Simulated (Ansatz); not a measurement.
# Cl2H2OSi (built from SMILES O[SiH](Cl)Cl): Born-Oppenheimer dynamics

Aim: follow the atoms for 80 steps of 0.25 fs at constant energy, with velocities drawn for 200 K, and see to which side of the barrier the system falls.

Computed with Ansatz 0.2.0, Gaussian basis. Level: PBE0-D4/def2-SVP.

### 1 The system as given

The start, a first-order saddle point found at PBE0-D4 in triple zeta: 6 atoms, charge 0, spin multiplicity 1.

Atoms are counted from 1 here; the program's logs count them from 0.

Bond lengths: Si1–O2 1.790 Å, Si1–Cl5 2.081 Å, O2–H6 0.964 Å, H3–Cl4 1.457 Å. Angles: O2–Si1–Cl5 96.2°, Si1–O2–H6 113.0°.

As a file:

```mol
Cl2H2OSi
  3D, bonds by distance, orders not assigned

  6  4  0  0  0  0  0  0  0  0999 V2000
    1.1280    0.3707    0.0465 Si  0  0
   -0.0666   -0.9110   -0.3225 O   0  0
   -0.9585    0.0914   -0.3767 H   0  0
   -1.1474    1.5324   -0.2724 Cl  0  0
    0.9805    0.2247    2.1167 Cl  0  0
    0.0640   -1.3082   -1.1916 H   0  0
  1  2  8  0
  1  5  8  0
  2  6  8  0
  3  4  8  0
M  END
```

### 2 Dynamics

Input file md/in.yaml:

```yaml
crystal:
  periodic: [false, false, false]
  atoms:
    - {symbol: Si, position_ang: [1.127976, 0.370664, 0.046480]}
    - {symbol: O, position_ang: [-0.066562, -0.911036, -0.322539]}
    - {symbol: H, position_ang: [-0.958473, 0.091390, -0.376723]}
    - {symbol: Cl, position_ang: [-1.147439, 1.532414, -0.272423]}
    - {symbol: Cl, position_ang: [0.980532, 0.224744, 2.116677]}
    - {symbol: H, position_ang: [0.063967, -1.308175, -1.191571]}
basis:
  gaussian: {orbitals: def2-SVP}
hamiltonian: {xc: pbe0, dispersion: d4}
md: {n_steps: 80, timestep: 0.25, temperature: 200, ensemble: nve, seed: 977, initial_velocities: maxwell_boltzmann}
```

Run with:

```
> ansatz run in.yaml --threads 2 --pin off --events-out ev --progress --plain --max-ram 4352MiB
```

What does the calculation give? Wanted: temperature at the start; mean temperature, second half; lowest and highest potential energy, from the first frame; largest change of potential + kinetic; bonds lost by distance; bonds made by distance.

As calculated:

| quantity | value |
| --- | --- |
| length | 80 steps, 20.0 fs |
| temperature at the start | 200 K |
| mean temperature, second half | 387 K |
| lowest and highest potential energy, from the first frame | -181 and 27 meV |
| largest change of potential + kinetic | 0.2 meV |
| bonds lost by distance | H3–Cl4 |
| bonds made by distance | O2–H3 |

**Reading.** With no thermostat the total energy should stay fixed; it holds within 0.2 meV, small beside the kinetic energy, so the time step serves. With 6 atoms the instant temperature spans 147 to 550 K.
